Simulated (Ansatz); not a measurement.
**quartet AlClOF: levels of theory compared**

We compute a comparison of 5 runs (UHF/3-21G, UHF/6-311+G**, U-revPBE/6-311+G**, UB3LYP/6-311+G**, UCAM-B3LYP/6-311+G**) of quartet AlClOF. 

The calculation is run with Ansatz 0.2.0.

70 further runs of the same task are left out: 2 that didn't finish, 68 set aside as unsound or not needed. Runs told in other sessions of the task aren't counted.

### 1 The system as given

AlClOF: 4 atoms, total charge 0, spin state quartet. As SMILES of the parent species, `[O][Al]([F])[Cl]`. Geometry: relaxed at PBE0-D4/def2-TZVP. That shape belongs to the parent species and isn't relaxed for this state.

Bond lengths: O1–Al2 1.724 Å, Al2–F3 1.632 Å, Al2–Cl4 2.063 Å. Angles: O1–Al2–F3 118.6°, O1–Al2–Cl4 118.4°, F3–Al2–Cl4 122.9°.

### 2 A single-point energy at UHF/3-21G (run 1)

Contents of input.yaml:

```yaml
crystal:
  periodic: [false, false, false]
  atoms:
    - {symbol: O, position_ang: [0.993300, 0.591700, 1.294800]}
    - {symbol: Al, position_ang: [0.061900, -0.095200, 0.016700]}
    - {symbol: F, position_ang: [0.278100, -1.671200, -0.348900]}
    - {symbol: Cl, position_ang: [-1.277700, 1.114400, -0.982900]}
basis:
  gaussian:
    orbitals: 3-21G.json
hamiltonian:
  xc: hf
output: {orbitals: {seedname: orbitals}}
magnetization:
  spin_polarized: true
  initial_magnetization: 3
accuracy: high
```

The basis set 3-21G is read from a file made from the Basis Set Exchange's data (not shown).

On the command line:

```sh
ansatz run input.yaml --threads 1 --pin off --max-ram 3480MiB --events-out events.jsonl --progress --plain --runs-dir runs
```

The program printed:

```text
Warning: RAYON_NUM_THREADS=1 ignored (pool sized by the plan → 1); use --threads N
Functional definition: HF
  name "HF"
  exchange = exact_x
  correlation = 0
888 factors; integrals over basis functions are off by at most 5.7e-9 eV
mean field evaluation 1: about -23702.5162 eV, gradient 2.3e1 eV
mean field evaluation 2: about -23702.5313 eV, gradient 2.3e1 eV
mean field evaluation 4: about -23705.6539 eV, gradient 2.9e0 eV
mean field evaluation 8: about -23705.9180 eV, gradient 2.4e-1 eV
mean field evaluation 16: about -23705.9246 eV, gradient 4.6e-5 eV
mean field evaluation 32: about -23705.9190 eV, gradient 1.6e-1 eV
mean field evaluation 64: about -23704.4900 eV, gradient 5.9e0 eV
mean field evaluation 96: about -23704.7091 eV, gradient 1.7e0 eV
mean field evaluation 128: about -23705.3958 eV, gradient 1.3e0 eV
mean field evaluation 160: about -23702.5939 eV, gradient 3.2e0 eV
mean field evaluation 192: about -23705.1728 eV, gradient 1.6e0 eV
mean field evaluation 224: about -23702.6098 eV, gradient 3.7e0 eV
mean field evaluation 256: about -23705.9190 eV, gradient 1.8e-1 eV
mean field evaluation 288: about -23705.9246 eV, gradient 5.1e-8 eV
mean field -23705.92458440 eV, -871.1766600237 hartree, gradient 2.3e-8 eV, S^2 3.757078; 3 other end points of the search recorded, 0 dependent functions left out
reference -23705.92458440 eV, -871.1766600237 hartree; 25, 22 occupied and 19, 22 virtual orbitals, 888 factors
Total energy: -23705.92458440 eV, -871.1766600237 hartree
```

Run time: 3.3 s. Hardware: 1 thread of Arm Neoverse V1, shared host; peak memory 0.12 GiB.

### 3 The energy at UHF/6-311+G(d,p) (run 2)

Contents of job.yaml:

```yaml
crystal:
  periodic: [false, false, false]
  atoms:
    - {symbol: O, position_ang: [0.993300, 0.591700, 1.294800]}
    - {symbol: Al, position_ang: [0.061900, -0.095200, 0.016700]}
    - {symbol: F, position_ang: [0.278100, -1.671200, -0.348900]}
    - {symbol: Cl, position_ang: [-1.277700, 1.114400, -0.982900]}
basis:
  gaussian:
    orbitals: 6-311+G_st__st_-spherical.json
magnetization:
  spin_polarized: true
  initial_magnetization: 3
hamiltonian:
  xc: hf
accuracy: high
output: {orbitals: {seedname: orbitals}}
```

The basis set 6-311+G** is read from a file made from the Basis Set Exchange's data (not shown).

On the command line:

```sh
ansatz run job.yaml --threads 1 --pin off --max-ram 3480MiB --events-out events.jsonl --progress --plain --runs-dir runs
```

The program printed, shortened:

```text
Warning: RAYON_NUM_THREADS=1 ignored (pool sized by the plan → 1); use --threads N
Functional definition: HF
  name "HF"
[...]
1717 factors; integrals over basis functions are off by at most 4.5e-9 eV
[...]
mean field -23829.25635858 eV, -875.7090191276 hartree, gradient 2.0e-8 eV, S^2 3.761763; 4 other end points of the search recorded, 0 dependent functions left out
reference -23829.25635858 eV, -875.7090191276 hartree; 25, 22 occupied and 79, 82 virtual orbitals, 1717 factors
Total energy: -23829.25635858 eV, -875.7090191276 hartree
```

It took 35 s on 1 thread of Arm Neoverse V1, shared host; peak memory 0.35 GiB.

Runs 3 to 4 aren't shown in full; the table further down has their settings and results.

### 4 A single-point energy at UCAM-B3LYP/6-311+G(d,p) (run 5)

Contents of molecule.yaml:

```yaml
crystal:
  periodic: [false, false, false]
  atoms:
    - {symbol: O, position_ang: [0.993300, 0.591700, 1.294800]}
    - {symbol: Al, position_ang: [0.061900, -0.095200, 0.016700]}
    - {symbol: F, position_ang: [0.278100, -1.671200, -0.348900]}
    - {symbol: Cl, position_ang: [-1.277700, 1.114400, -0.982900]}
basis:
  gaussian:
    orbitals: 6-311+G_st__st_-spherical.json
total_charge: 0
magnetization:
  spin_polarized: true
  initial_magnetization: 3
hamiltonian:
  xc: {name: CAM-B3LYP}
accuracy: high
output: {orbitals: {seedname: orbitals}}
```

The basis set 6-311+G** is read from a file made from the Basis Set Exchange's data (not shown).

On the command line:

```sh
ansatz run molecule.yaml --threads 1 --pin off --max-ram 3480MiB --events-out events.jsonl --progress --plain --runs-dir runs
```

The program printed, shortened:

```text
Warning: RAYON_NUM_THREADS=1 ignored (pool sized by the plan → 1); use --threads N
Functional definition: CAM-B3LYP
  name "CAM-B3LYP"
[...]
1717 factors; integrals over basis functions are off by at most 4.5e-9 eV
425 factors; integrals over basis functions are off by at most 1.6e-9 eV
[...]
mean field -23880.84253596 eV, -877.6047761803 hartree, gradient 5.7e-8 eV, S^2 3.763969; 6 other end points of the search recorded, 0 dependent functions left out
reference -23880.84255131 eV, -877.6047767441 hartree; 25, 22 occupied and 79, 82 virtual orbitals, 1717 factors
Total energy: -23880.84255131 eV, -877.6047767441 hartree
```

Wall time 65 s (1 thread of Arm Neoverse V1, shared host); peak memory 0.52 GiB.

### 5 All runs side by side

| run | level | energy (Eh) | HOMO energy (eV) | ⟨S²⟩ | wall time |
| --- | --- | --- | --- | --- | --- |
| 1 | UHF/3-21G | -871.176660 | -5.57 | 3.757 | 3.3 s |
| 2 | UHF/6-311+G** | -875.709019 | -5.59 | 3.762 | 35 s |
| 3 | U-revPBE/6-311+G** | -877.455628 | -3.16 | 3.755 | 29 s |
| 4 | UB3LYP/6-311+G** | -877.677547 | -3.75 | 3.760 | 55 s |
| 5 | UCAM-B3LYP/6-311+G** | -877.604777 | -4.88 | 3.764 | 65 s |

### 6 Outcome

| quantity | value |
| --- | --- |
| run 5: total energy | -877.60478 Eh |
| run 5: HOMO energy (highest over α and β) | -4.88 eV |
| run 5: ⟨S²⟩ | 3.764 |

**Reading.** Totals of different functionals can't be ranked against each other. All runs together took 3.1 min, the longest 65 s.
